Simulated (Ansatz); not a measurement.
# H5NSiTe, SMILES N[SiH2][TeH]: vertical spin-state energies

Computed with the Python package of Ansatz (0.2.0).

Typed at the interpreter:
```pycon
>>> import warnings
>>> import ansatz as az
>>> warnings.simplefilter("ignore", az.DeckWarning)
>>> geometry = (
...     az.Crystal.molecule()
...     .atom("N", (-1.0568, 0.259, -0.667))
...     .atom("Si", (0.4997, 0.3793, 0.0983))
...     .atom("Te", (1.1374, -1.8907, 0.8348))
...     .atom("H", (-0.9282, -0.2935, -1.5252))
...     .atom("H", (-1.3164, 1.2586, -1.0432))
...     .atom("H", (0.4421, 1.2975, 1.2594))
...     .atom("H", (1.518, 0.8927, -0.8605))
...     .atom("H", (-0.2036, -1.96, 1.8476))
... )
>>> calculation = (
...     geometry.calculation()
...     .basis(gaussian="def2-SVPD")
...     .functional("hf")
... )
>>> found = {}
>>> for unpaired in [0, 2]:
...     summary = calculation.spin("collinear", total=unpaired).run(threads=1, pin="off").report
...     s = unpaired / 2
...     found[unpaired] = summary["free_energy_ev"]
...     print(f"2S+1 = {unpaired + 1}: E = {found[unpaired]:.5f} eV, <S^2> = {abs(summary['mean_field']['state']['spin_squared']):.3f} (pure state {s * (s + 1):.2f})")
...
2S+1 = 1: E = -16685.66642 eV, <S^2> = 0.000 (pure state 0.00)
2S+1 = 3: E = -16681.94643 eV, <S^2> = 2.027 (pure state 2.00)
>>> lowest = min(found, key=found.get)
>>> for unpaired, e in found.items():
...     print(f"multiplicity {unpaired + 1}: {96.485332 * (e - found[lowest]):.1f} kJ/mol above the lowest")
...
multiplicity 1: 0.0 kJ/mol above the lowest
multiplicity 3: 358.9 kJ/mol above the lowest
```

In order: multiplicity 1 (+0.00 eV) and multiplicity 3 (+3.72 eV), all at the one geometry.

Reading the output:
- Total energies depend on the basis set; only differences at equal settings carry meaning.
- The geometry is a force-field or estimated start, not a minimum of this method, and the basis set is short of its limit. All parts are taken at fixed geometry, without zero-point energy.
- def2 sets replace the cores of elements past krypton by effective core potentials.
- Hartree-Fock leaves correlation out, so it favours high-spin states too much.
- Spin-orbit coupling, which mixes and shifts the spin states of heavy atoms, is left out.
- Hardware and time: 12 s on 1 thread of Arm Neoverse V2 (shared host), peak memory 0.38 GiB.
